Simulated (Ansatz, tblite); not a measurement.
**The cluster H8Pb3O7: rung by rung**

One table from this session's results is given with a row withheld; the runs are named, their logs left out.

The runs use Ansatz 0.2.0, Gaussian basis; as each input shows.

Levels to be run: GFN1-xTB, GFN2-xTB, PBE-D4/def2-TZVP, r2SCAN-D4/def2-TZVP, r2SCAN0-D4/def2-TZVP, BLYP-D4/def2-TZVP, PBE-D4/def2-SVP, PBE0-D4/def2-SVP, MP2/def2-SVP.

4 further runs of the same task are left out: 3 that didn't finish, 1 set aside as unsound or not needed.

## The geometry

The geometry is that of the singlet, from an earlier relaxation (PBE-D4/def2-SVP).

18 atoms, charge 0, spin multiplicity 1.

Bond lengths: Pb1–O7 2.291 Å, Pb1–O8 2.225 Å, Pb1–O9 2.307 Å, Pb2–O5 2.215 Å, Pb2–O7 2.335 Å, Pb2–O9 2.301 Å, Pb3–O6 2.262 Å, Pb3–O8 2.334 Å, Pb3–O10 2.304 Å, O4–H11 1.079 Å, O4–H12 0.975 Å, O5–H13 1.008 Å, O6–H14 0.978 Å, O7–H15 1.007 Å, O8–H16 1.023 Å, O9–H17 1.019 Å, O10–H18 0.977 Å. Angles: O7–Pb1–O8 94.6°, O7–Pb1–O9 79.1°, O8–Pb1–O9 94.6°, O5–Pb2–O7 92.0°, O5–Pb2–O9 93.1°, O7–Pb2–O9 78.3°, O6–Pb3–O8 67.7°, O6–Pb3–O10 89.1°, O8–Pb3–O10 90.2°, H11–O4–H12 107.1°, Pb2–O5–H13 104.0°, Pb3–O6–H14 108.4°, Pb1–O7–Pb2 99.4°, Pb1–O7–H15 107.5°, Pb2–O7–H15 103.6°, Pb1–O8–Pb3 132.4°, Pb1–O8–H16 112.7°, Pb3–O8–H16 81.1° and more.

Pb takes a core potential in the def2 sets. No spin-orbit coupling is included.

PBE0-D4/def2-TZVP was run before; its log isn't repeated, and its numbers join the tables.

Set-up of the first run:

Tight binding, by tblite at 300 K electronic temperature and without a spin-polarisation term:

```python
tblite.interface.Calculator('GFN1-xTB', numbers, positions, charge=0, uhf=0).singlepoint()
```

Tight binding, by tblite at 300 K electronic temperature and without a spin-polarisation term:

```python
tblite.interface.Calculator('GFN2-xTB', numbers, positions, charge=0, uhf=0).singlepoint()
```

start.molden holds the orbitals of an earlier run on this state, given as this run's starting guess.

The input, in.yaml:

```yaml
crystal:
  periodic: [false, false, false]
  atoms:
    - {symbol: Pb, position_ang: [-0.288755, 2.604203, -0.478714]}
    - {symbol: Pb, position_ang: [1.875460, 0.438033, -2.229942]}
    - {symbol: Pb, position_ang: [-1.294374, -0.970300, 1.423669]}
    - {symbol: O, position_ang: [-1.211325, -1.131352, -1.350045]}
    - {symbol: O, position_ang: [1.232134, -1.550415, -1.496306]}
    - {symbol: O, position_ang: [-1.049223, 0.448735, 3.168222]}
    - {symbol: O, position_ang: [-0.325185, 1.215518, -2.300758]}
    - {symbol: O, position_ang: [-1.531516, 1.263807, 0.790372]}
    - {symbol: O, position_ang: [1.658879, 1.410148, -0.155269]}
    - {symbol: O, position_ang: [0.975811, -0.844202, 1.048578]}
    - {symbol: H, position_ang: [-0.186424, -1.441105, -1.482688]}
    - {symbol: H, position_ang: [-1.770783, -1.794378, -1.794638]}
    - {symbol: H, position_ang: [1.308852, -1.478002, -0.494323]}
    - {symbol: H, position_ang: [-0.093459, 0.560053, 3.344787]}
    - {symbol: H, position_ang: [-0.869968, 0.405835, -2.052811]}
    - {symbol: H, position_ang: [-1.363785, 1.400492, 1.790119]}
    - {symbol: H, position_ang: [1.445460, 0.617817, 0.449505]}
    - {symbol: H, position_ang: [1.488232, -1.154877, 1.820254]}
basis:
  gaussian: {orbitals: def2-TZVP, initial_orbitals: start.molden}
hamiltonian: {xc: pbe, dispersion: d4}
scf: {omitted_lower_state_checks: [starts]}
output: {orbitals: {seedname: orbitals}}
```

Started as:

```
$ ansatz run in.yaml --threads 4 --pin off --events-out ev --progress --plain --max-ram 6963MiB
```

Steps of the session up to this table: PBE-D4/def2-TZVP; r2SCAN-D4/def2-TZVP; r2SCAN0-D4/def2-TZVP; BLYP-D4/def2-TZVP; PBE-D4/def2-SVP; PBE0-D4/def2-SVP; MP2/def2-SVP.

One table of the session follows, with a row left open; its other results are not shown here.

It belongs to the step «Binding energy». 

```
               level  binding an atom (eV)
         HF/def2-SVP                 2.087
     PBE-D4/def2-SVP                 3.681
    PBE-D4/def2-TZVP                     ?
   BLYP-D4/def2-TZVP                 3.635
 r2SCAN-D4/def2-TZVP                 3.549
    PBE0-D4/def2-SVP                 3.473
   PBE0-D4/def2-TZVP                 3.471
r2SCAN0-D4/def2-TZVP                 3.382
        MP2/def2-SVP                 3.346
```

Q: Estimate the row for PBE-D4/def2-TZVP from the others.

**Answer.** binding an atom (eV): 3.672. In the column «binding an atom (eV)» it lies between BLYP-D4/def2-TZVP (3.635) and PBE-D4/def2-SVP (3.681).

Caveats from the session: Free atoms were run apart at each level; binding is atoms less cluster, divided by the number of atoms, without zero-point or spin-orbit terms.
